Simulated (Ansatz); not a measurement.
# ICl: how energies converge with the basis set

Aim: see how fast density functionals converge with the basis set for ICl.

Method: one geometry, several basis sets; program: Ansatz 0.2.0, Gaussian basis.

The runs, in order: PBE0-D4/def2-SVP; ωB97M-V/def2-SVP; PBE0-D4/def2-QZVPP; ωB97M-V/def2-QZVPP; the functionals' def2-TZVPP values are taken from earlier runs.

## 1. The geometry

The geometry comes from an earlier relaxation with PBE0-D4 in a triple-zeta def2 set; it is a stationary point. I takes the def2 core potential; no spin-orbit term is included.

SMILES `ClI`, 2 atoms, charge 0, spin multiplicity 1.

Atoms are counted from 1 here; the program's logs count them from 0.

Bond lengths: Cl1–I2 2.312 Å.

## 2. PBE0-D4 in def2-SVP

The input, in.yaml:

```yaml
crystal:
  periodic: [false, false, false]
  atoms:
    - {symbol: Cl, position_ang: [0.000000, 0.000000, -0.002580]}
    - {symbol: I, position_ang: [-0.000000, -0.000000, 2.309100]}
basis:
  gaussian: {orbitals: def2-SVP}
hamiltonian: {xc: pbe0, dispersion: d4}
output: {orbitals: {seedname: orbitals}}
```

Run with:

```sh
> ansatz run in.yaml --threads 2 --pin off --events-out ev --progress --plain --max-ram 20480MiB --backend cpu
```

Further steps of the session: ωB97M-V in def2-SVP; PBE0-D4 in def2-QZVPP; ωB97M-V in def2-QZVPP.

Before running them: what should the planned runs give, taken together? Wanted: PBE0-D4: double and triple zeta above quadruple; ωB97M-V: double and triple zeta above quadruple.

The runs gave:

| quantity | value |
| --- | --- |
| PBE0-D4: double and triple zeta above quadruple | 5.22, 0.44 eV |
| ωB97M-V: double and triple zeta above quadruple | 5.18, 0.42 eV |

**Reading.** PBE0-D4 gains 4.79 eV from double to triple zeta, then 0.44 eV more. These are total energies; as a rule much of such shifts cancels in differences, which this series doesn't test.
